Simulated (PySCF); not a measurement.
# C5H13NSi: first hyperpolarisability

What do calculations give for the first hyperpolarisability of C5H13NSi (`N[SiH]1CCCCC1`)?

Programs: PySCF 2.14.0, with routines of our own; each step states its level. All values are computed. Atoms count from 0.

## (1) The system as given

20 atoms, charge 0, multiplicity 1; geometry from: GFN2-xTB.

## (2) Optimising the geometry at PBE0-D3(BJ)/def2-SVP

Job settings and geometry (Å):

```
{"job": {"xc": "PBE0", "basis": "def2-SVP", "d3": "d3bj", "grid": 1, "kind": "geom"}, "charge": 0, "multiplicity": 1}
N      2.365338    -0.257683     0.473736
Si     1.248942     0.488037    -0.614724
C      0.169612    -0.891828    -1.343265
C     -0.870341    -1.362795    -0.330136
C     -1.718770    -0.216494     0.216207
C     -0.943001     0.700658     1.159367
C      0.082878     1.562480     0.427657
H      2.900071     0.330409     1.093135
H      2.947370    -1.004868     0.129684
H      1.853651     1.291567    -1.697685
H     -0.344101    -0.526476    -2.233258
H      0.772771    -1.742423    -1.661932
H     -0.363752    -1.854719     0.503026
H     -1.528793    -2.101077    -0.798754
H     -2.570959    -0.637516     0.757214
H     -2.114260     0.371081    -0.616741
H     -0.432492     0.088674     1.906278
H     -1.650586     1.345953     1.689471
H      0.634489     2.159695     1.154483
H     -0.443215     2.268005    -0.216798
```

Command:

```bash
OMP_NUM_THREADS=1 python excited_run.py task.json out
```

One launch serves the whole session: the jobs run in the order shown.

Standard output:

```text
step   0  E = -541.96545086  max force = 0.014898
step   1  E = -541.96818139  max force = 0.003498
step   2  E = -541.96831672  max force = 0.001118
step   3  E = -541.96835191  max force = 0.000286
step   4  E = -541.96837569  max force = 0.000628
step   5  E = -541.96840353  max force = 0.000669
step   6  E = -541.96841674  max force = 0.000361
optimisation converged
```

Wall time 67 s (1 thread of Arm Neoverse V1, shared host); peak memory 0.76 GiB.

Step by step:

```
step  energy from step 0 (eV)  largest force component (eV/Å)
   0                   0.0000                          0.7661
   1                  -0.0743                          0.1799
   2                  -0.0780                          0.0575
   3                  -0.0789                          0.0147
   4                  -0.0796                          0.0323
   5                  -0.0803                          0.0344
   6                  -0.0807                          0.0186
```

Close pairs (by a distance rule), those that changed most:

```
  bond  before (Å)  after (Å)  change (Å)
Si1–H9       1.478      1.505      +0.028
Si1–C6       1.898      1.881      -0.016
Si1–C2       1.897      1.881      -0.016
N0–Si1       1.728      1.743      +0.015
C2–H10       1.091      1.105      +0.015
C6–H19       1.091      1.105      +0.015
C4–H15       1.093      1.106      +0.013
C2–H11       1.090      1.103      +0.013
```

The next job starts from the end point, and lists it.

```
                         at the end point                value
  point group (found at 0.08 Å tolerance)                   Cs
rotational constants (GHz, main isotopes)  2.881, 1.933, 1.511
                        dipole moment (D)                 0.88
```

## (3) First hyperpolarisability: quadratic response B3LYP/def2-SVPD

Job settings and geometry (Å):

```
{"job": {"kind": "beta", "xc": "B3LYP", "basis": "def2-SVPD", "wavelengths": [1907, 1064]}, "charge": 0, "multiplicity": 1}
N      2.206255    -0.440426     0.720778
Si     1.182086     0.356848    -0.443334
C      0.088572    -0.947537    -1.243957
C     -0.952730    -1.460009    -0.241375
C     -1.806483    -0.356226     0.386154
C     -1.036130     0.633100     1.262764
C     -0.005843     1.472123     0.496600
H      2.728664     0.129909     1.377994
H      2.784719    -1.214032     0.409342
H      1.921231     1.141841    -1.493975
H     -0.413780    -0.482851    -2.112074
H      0.688851    -1.779463    -1.650203
H     -0.437073    -2.009486     0.565785
H     -1.617801    -2.190674    -0.732952
H     -2.598539    -0.824538     0.993648
H     -2.329188     0.199131    -0.415433
H     -0.521834     0.070984     2.062003
H     -1.756543     1.297232     1.770532
H      0.535406     2.151315     1.177193
H     -0.514612     2.121287    -0.239401
```

With the program's defaults for keys left out, this is: quadratic response B3LYP/def2-SVPD first hyperpolarisability, Taylor convention, gas phase.

Standard output:

```text
coarse grid: 16176 points
cycle   1  E = -542.2301342499  dE =  4.700e-01  |g| = 6.420e-01  |ddm| = 6.346e+00
cycle   2  E = -542.1131243589  dE =  1.170e-01  |g| = 9.388e-01  |ddm| = 2.624e+00
cycle   3  E = -542.3341342270  dE = -2.210e-01  |g| = 7.205e-02  |ddm| = 1.618e+00
cycle   4  E = -542.3352859244  dE = -1.152e-03  |g| = 3.065e-02  |ddm| = 2.497e-01
cycle   5  E = -542.3354892720  dE = -2.033e-04  |g| = 1.067e-02  |ddm| = 5.283e-02
cycle   6  E = -542.3355164580  dE = -2.719e-05  |g| = 2.084e-03  |ddm| = 2.311e-02
cycle   7  E = -542.3355175818  dE = -1.124e-06  |g| = 3.829e-04  |ddm| = 4.139e-03
final grid: 148800 points
cycle   8  E = -542.4176170228  dE = -4.823e-05  |g| = 5.794e-03  |ddm| = 1.369e-01
cycle   9  E = -542.4176081405  dE =  8.882e-06  |g| = 8.323e-03  |ddm| = 1.979e-02
cycle  10  E = -542.4176256010  dE = -1.746e-05  |g| = 4.504e-04  |ddm| = 1.200e-02
cycle  11  E = -542.4176256464  dE = -4.547e-08  |g| = 1.913e-04  |ddm| = 1.906e-03
cycle  12  E = -542.4176256540  dE = -7.517e-09  |g| = 7.225e-05  |ddm| = 3.505e-04
cycle  13  E = -542.4176256552  dE = -1.247e-09  |g| = 9.942e-06  |ddm| = 1.487e-04
cycle  14  E = -542.4176256552  dE = -2.626e-11  |g| = 2.321e-06  |ddm| = 2.335e-05
converged SCF energy = -542.4176256552

Lowest singlets (eV, f): 6.1204 0.0138  6.7892 0.0020  6.9778 0.0363

First hyperpolarisability (au)
process     nm      |vector|   parallel      HRS      DR
static         -      182.51      12.01      68.48   7.633
shg       1907.0      189.27      12.68      71.04   7.589
eope      1907.0      184.72      12.23          -       -
shg       1064.0      205.72      14.34      77.29   7.477
eope      1064.0      189.76      12.73          -       -
```

It took 49 s on 1 thread of Arm Neoverse V1, shared host; peak memory 0.93 GiB.

## (4) What came out

| quantity | value |
| --- | --- |
| point group | Cs |
| rotational constants (main isotopes) | 2.88, 1.93, 1.51 GHz |
| β vector (step 3, quadratic response B3LYP/def2-SVPD) | static 183, SHG 1907.0 nm 189, SHG 1064.0 nm 206 au |

In words: Over 6 steps the energy fell by 0.081 eV; of the close pairs, Si1–H9 changed most, 1.478 to 1.505 Å. β grows from 183 au (static) to 206 au for doubling at 1064.0 nm: normal dispersion, which grows as twice the photon energy moves toward the bright states.
